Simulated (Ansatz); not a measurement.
# HSE06/STO-3G run of H2S2 (SMILES SS)

What is the electronic atomisation energy of H2S2 at HSE06/STO-3G? 

The calculation is run with Ansatz 0.2.0.

44 further runs of the same task are left out: 10 that didn't finish, 34 set aside as unsound or not needed.

**1. The system as given**

H2S2: 4 atoms, total charge 0, spin state singlet. As SMILES, `SS`. The shape is that of a PBE0-D4/def2-TZVP optimisation.

Bond lengths: S1–S2 2.046 Å, S1–H3 1.347 Å, S2–H4 1.347 Å. Angles: S1–S2–H4 98.6°, S2–S1–H3 98.6°.

**2. The energy at HSE06/STO-3G**

Input file in.yaml:

```yaml
crystal:
  periodic: [false, false, false]
  atoms:
    - {symbol: S, position_ang: [0.784480, -0.789210, 0.166690]}
    - {symbol: S, position_ang: [0.060220, 1.121560, 0.067360]}
    - {symbol: H, position_ang: [-0.225420, -1.352590, 0.856880]}
    - {symbol: H, position_ang: [-0.619290, 1.020250, -1.090950]}
basis:
  gaussian:
    orbitals: STO-3G
accuracy: high
hamiltonian:
  xc: {name: HSE06}
```

Launch:

```console
$ ansatz run in.yaml --threads 1 --pin off --max-ram 3480MiB --events-out events.jsonl --progress --plain --runs-dir runs
```

Log:

```text
Warning: RAYON_NUM_THREADS=1 ignored (pool sized by the plan → 1); use --threads N
Functional definition: HSE06
  name "HSE06"
  parameter a = 0.25
  parameter omega = 0.11/bohr
  exchange = pbe_x - a*pbe_x_sr(omega) + a*exact_x_sr(omega)
  correlation = pbe_c
344 factors; integrals over basis functions are off by at most 1.3e-8 eV
53 factors; integrals over basis functions are off by at most 1.3e-9 eV
mean field evaluation 1: about -21454.9240 eV, gradient 4.3e0 eV
mean field evaluation 2: about -21455.0218 eV, gradient 1.3e0 eV
mean field evaluation 4: about -21455.0304 eV, gradient 1.4e-2 eV
mean field evaluation 8: about -21455.0294 eV, gradient 2.2e-4 eV
mean field -21455.02935987 eV, -788.4577862340 hartree, gradient 1.1e-8 eV, S^2 0.000000; 0 other end points of the search recorded, 0 dependent functions left out
reference -21455.02936144 eV, -788.4577862917 hartree; 17, 17 occupied and 3, 3 virtual orbitals, 344 factors
Total energy: -21455.02936144 eV, -788.4577862917 hartree
```

Run time: 0.58 s. Hardware: 1 thread of Intel Xeon 6975P-C (Granite Rapids), shared host.

**3. The H atom**

Input file run.yaml:

```yaml
crystal:
  periodic: [false, false, false]
  atoms:
    - {symbol: H, position_ang: [0.000000, 0.000000, 0.000000]}
basis:
  gaussian:
    orbitals: STO-3G
magnetization:
  spin_polarized: true
  initial_magnetization: 1
hamiltonian:
  xc: hse06
accuracy: high
```

Launch:

```console
$ ansatz run run.yaml --threads 1 --pin off --max-ram 3480MiB --events-out events.jsonl --progress --plain --runs-dir runs
```

Log, cut to the lines that bear on the results:

```text
Warning: RAYON_NUM_THREADS=1 ignored (pool sized by the plan → 1); use --threads N
[... 6 set-up lines as earlier in the session ...]
1 factors; integrals over basis functions are off by at most 4.6e-10 eV
1 factors; integrals over basis functions are off by at most 1.8e-10 eV
mean field evaluation 1: about -12.6861 eV, gradient 0.0e0 eV
mean field evaluation 2: about -12.6860 eV, gradient 0.0e0 eV
mean field -12.68600353 eV, -0.4662020310 hartree, gradient 0.0e0 eV, S^2 0.750000; 0 other end points of the search recorded, 0 dependent functions left out
reference -12.68600463 eV, -0.4662020713 hartree; 1, 0 occupied and 0, 1 virtual orbitals, 1 factors
Total energy: -12.68600463 eV, -0.4662020713 hartree
```

It took 0.08 s on 1 thread of Intel Xeon 6975P-C (Granite Rapids), shared host.

**4. The S atom, same level**

Input file molecule.yaml:

```yaml
basis:
  gaussian:
    orbitals: STO-3G
crystal:
  periodic: [false, false, false]
  atoms:
    - {symbol: S, position_ang: [0.000000, 0.000000, 0.000000]}
magnetization:
  spin_polarized: true
  initial_magnetization: 2
hamiltonian:
  xc: {name: HSE06}
accuracy: high
```

Run the same way, it converges to -393.53867 Eh (log not shown).

**5. Summary of results**

At HSE06/STO-3G:

```
                     quantity          value
       molecule: total energy  -788.45779 Eh
         H atom: total energy    -0.46620 Eh
                 H atom: ⟨S²⟩          0.750
         S atom: total energy  -393.53867 Eh
                 S atom: ⟨S²⟩          2.000
electronic atomisation energy      12.192 eV
```

What this shows: Taking the molecule apart into free atoms costs 12.19 eV (1176 kJ/mol), before zero-point energy and without spin-orbit coupling. In a minimal basis such a difference can be off by several eV, whatever the method.
